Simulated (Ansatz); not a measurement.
# CH₉BGeSi: one species, many methods

One table from this session's results is given with a row withheld; the runs are named, their logs left out.

Computed with Ansatz 0.2.0, Gaussian basis. Level: functionals in def2-TZVPP, the program's frozen cores in correlated methods.

Plan: PBE-D4, r2SCAN-D4, PBE0-D4, B3LYP-D4, ωB97X-V, ωB97M-V, B2PLYP; CCSD(T)/def2-TZVPP; MP2/def2-QZVPP; extrapolation to the limit.

## Structure used throughout

All runs share one geometry, relaxed beforehand with PBE0-D4 in a triple-zeta def2 set.

SMILES `B[SiH2][CH2][GeH3]`, 13 atoms, charge 0, spin multiplicity 1.

Atoms are counted from 1 here; the program's logs count them from 0.

Bond lengths: B1–Si2 2.010 Å, B1–H5 1.197 Å, B1–H6 1.197 Å, Si2–C3 1.874 Å, Si2–H7 1.496 Å, Si2–H8 1.495 Å, C3–Ge4 1.958 Å, C3–H9 1.094 Å, C3–H10 1.094 Å, Ge4–H11 1.539 Å, Ge4–H12 1.539 Å, Ge4–H13 1.540 Å. Angles: Si2–B1–H5 119.3°, Si2–B1–H6 123.6°, H5–B1–H6 117.1°, B1–Si2–C3 116.4°, B1–Si2–H7 107.3°, B1–Si2–H8 107.9°, C3–Si2–H7 109.2°, C3–Si2–H8 109.3°, H7–Si2–H8 106.3°, Si2–C3–Ge4 114.1°, Si2–C3–H9 109.5°, Si2–C3–H10 109.5°, Ge4–C3–H9 108.2°, Ge4–C3–H10 108.2°, H9–C3–H10 107.0°, C3–Ge4–H11 109.9°, C3–Ge4–H12 109.9°, C3–Ge4–H13 110.7° and more.

Coordinates:

| atom | x (Å) | y (Å) | z (Å) |
| --- | --- | --- | --- |
| B1 | -1.1306 | 2.2914 | -1.0703 |
| Si2 | -0.5738 | 0.3803 | -0.7905 |
| C3 | 0.4516 | 0.0259 | 0.7380 |
| Ge4 | 0.9629 | -1.8529 | 0.9403 |
| H5 | -1.8062 | 2.5716 | -2.0179 |
| H6 | -0.8199 | 3.1856 | -0.3380 |
| H7 | 0.1900 | -0.0429 | -2.0051 |
| H8 | -1.8109 | -0.4592 | -0.7599 |
| H9 | -0.1057 | 0.3261 | 1.6302 |
| H10 | 1.3646 | 0.6280 | 0.7132 |
| H11 | 1.7917 | -2.3042 | -0.2751 |
| H12 | -0.2969 | -2.7315 | 1.0345 |
| H13 | 1.8033 | -2.0531 | 2.2154 |

The first run:

Input file in.yaml:

```yaml
crystal:
  periodic: [false, false, false]
  atoms:
    - {symbol: B, position_ang: [-1.130591, 2.291402, -1.070281]}
    - {symbol: Si, position_ang: [-0.573815, 0.380344, -0.790477]}
    - {symbol: C, position_ang: [0.451643, 0.025901, 0.738009]}
    - {symbol: Ge, position_ang: [0.962925, -1.852938, 0.940345]}
    - {symbol: H, position_ang: [-1.806201, 2.571582, -2.017931]}
    - {symbol: H, position_ang: [-0.819858, 3.185626, -0.338045]}
    - {symbol: H, position_ang: [0.189962, -0.042927, -2.005073]}
    - {symbol: H, position_ang: [-1.810891, -0.459185, -0.759855]}
    - {symbol: H, position_ang: [-0.105705, 0.326076, 1.630195]}
    - {symbol: H, position_ang: [1.364632, 0.628025, 0.713184]}
    - {symbol: H, position_ang: [1.791700, -2.304185, -0.275124]}
    - {symbol: H, position_ang: [-0.296888, -2.731475, 1.034459]}
    - {symbol: H, position_ang: [1.803288, -2.053147, 2.215393]}
basis:
  gaussian: {orbitals: def2-TZVPP}
hamiltonian: {xc: pbe, dispersion: d4}
output: {forces: true, orbitals: {seedname: orbitals}}
```

On the command line:

```console
ansatz run in.yaml --threads 4 --pin off --events-out ev --progress --plain --max-ram 10444MiB
```

Steps of the session up to this table: PBE-D4 (GGA); r2SCAN-D4 (meta-GGA); PBE0-D4 (hybrid); B3LYP-D4 (hybrid); ωB97X-V (range-separated); ωB97M-V (range-separated); B2PLYP (double hybrid); CCSD(T) in def2-TZVPP; MP2 in def2-QZVPP.

One table of the session follows, with a row left open; its other results are not shown here.

It belongs to the step «Atomisation energies». 

```
            method  atomisation energy (kJ/mol)
            PBE-D4                       4055.1
         r2SCAN-D4                       4081.3
           PBE0-D4                       4048.5
          B3LYP-D4                       4069.0
           ωB97X-V                       4098.5
           ωB97M-V                       4068.2
            B2PLYP                       4021.0
     HF/def2-TZVPP                       3132.1
    MP2/def2-TZVPP                       3977.0
   CCSD/def2-TZVPP                            ?
CCSD(T)/def2-TZVPP                       3997.0
           MP2/CBS                       4053.8
       CCSD(T)/CBS                       4073.8
```

Estimate the missing values for CCSD/def2-TZVPP.

**Answer.** atomisation energy (kJ/mol): 3961.1. In the column «atomisation energy (kJ/mol)» it lies between HF/def2-TZVPP (3132.1) and MP2/def2-TZVPP (3977.0).

Caveats from the session: Free atoms (1 B, 1 Si, 1 C, 1 Ge, 9 H) were run apart at each level; the atomisation energy is their sum less the molecule, without zero-point or spin-orbit terms.
